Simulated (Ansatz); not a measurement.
# Ge2H4 (singlet): wave-function methods side by side, cc-pVDZ

An exercise on one series of results from a longer session: the logs are not shown, and one member is left open.

Computed with Ansatz 0.2.0, Gaussian basis. Level: cc-pVDZ, core rule «outside noble gas», up to 28 orbitals frozen.

To be run: UHF; CCSD(T) on RHF; CCSD(T) on UHF; BCCD(T) on RHF; CISD; CCSDT(Q) on RHF; CCSDT(Q) on UHF; CASSCF and MRCISD+Q, 8 electrons in 8 orbitals; CASSCF and NEVPT2, 8 electrons in 8 orbitals.

15 further runs of the same task are left out: 4 that didn't finish, 11 set aside as unsound or not needed.

### The system

The geometry is a PBE0/def2-TZVP stationary point (not a proven minimum) of the parent state, kept for this charge and spin. No spin-orbit coupling is included. The filled d shell of Ge may be among the frozen orbitals whatever the setting's name suggests; the logs give the count.

6 atoms, charge 0, spin multiplicity 1.

Atoms are counted from 1 here; the program's logs count them from 0.

Bond lengths: Ge1–Ge2 2.455 Å, Ge1–H3 1.549 Å, Ge1–H4 1.549 Å, Ge2–H5 1.549 Å, Ge2–H6 1.549 Å. Angles: Ge2–Ge1–H3 111.7°, Ge2–Ge1–H4 111.7°, H3–Ge1–H4 107.9°, Ge1–Ge2–H5 111.7°, Ge1–Ge2–H6 111.7°, H5–Ge2–H6 107.9°.

The first run:

Contents of in.yaml:

```yaml
crystal:
  periodic: [false, false, false]
  atoms:
    - {symbol: Ge, position_ang: [0.019165, 0.000000, 1.227623]}
    - {symbol: Ge, position_ang: [0.019165, 0.000000, -1.227623]}
    - {symbol: H, position_ang: [-0.690593, 1.252282, 1.800430]}
    - {symbol: H, position_ang: [-0.690593, -1.252282, 1.800430]}
    - {symbol: H, position_ang: [-0.690593, 1.252282, -1.800430]}
    - {symbol: H, position_ang: [-0.690593, -1.252282, -1.800430]}
basis:
  gaussian: {orbitals: cc-pVDZ}
magnetization: {spin_polarized: true, initial_magnetization: 0}
hamiltonian: {xc: hf}
output: {orbitals: {seedname: orbitals}}
```

Run with:

```
$ ansatz run in.yaml --threads 1 --pin off --events-out ev --progress --plain --max-ram 2393MiB
```

Steps of the session up to this table: UHF; CCSD(T) on RHF; CCSD(T) on UHF; BCCD(T) on RHF; CISD; CCSDT(Q) on RHF; CCSDT(Q) on UHF; CASSCF and MRCISD+Q, 8 electrons in 8 orbitals; CASSCF and NEVPT2, 8 electrons in 8 orbitals.

One of the session's tables, all rows but one given; the rest of the session is left out.

It belongs to the step «Misses and costs». 

```
   method  from UCCSDT(Q) (kJ/mol)
      RHF                   +715.7
      UHF                   +561.1
     RMP2                   +164.6
     UMP2                   +131.4
     CISD                   +129.8
    RCCSD                    +47.4
    UCCSD                    +21.1
 RCCSD(T)                     +8.4
 UCCSD(T)                     +6.7
  BCCD(T)                     +8.5
   RCCSDT                     +2.8
   UCCSDT                     +1.5
RCCSDT(Q)                        ?
UCCSDT(Q)                        0
```

**Question.** Estimate the row for RCCSDT(Q).

As computed: from UCCSDT(Q) (kJ/mol): -1.9. In the column «from UCCSDT(Q) (kJ/mol)» it is the lowest.

Left out of the table: CASSCF frontier, NEVPT2 frontier, MRCISD frontier, MRCISD+Q frontier (the active space lost an orbital or holds another state than full CI finds).

Caveats from the session: The determinant is far from a pure spin state, so its energy mixes those of several spin states (harmless only where they are near-degenerate, as at dissociation). Restricted and unrestricted rows rest on different reference determinants; where their highest levels disagree by more than a few hundredths of an eV, they describe different states and don't form one ladder. Warnings in the runs' records: passed over end.
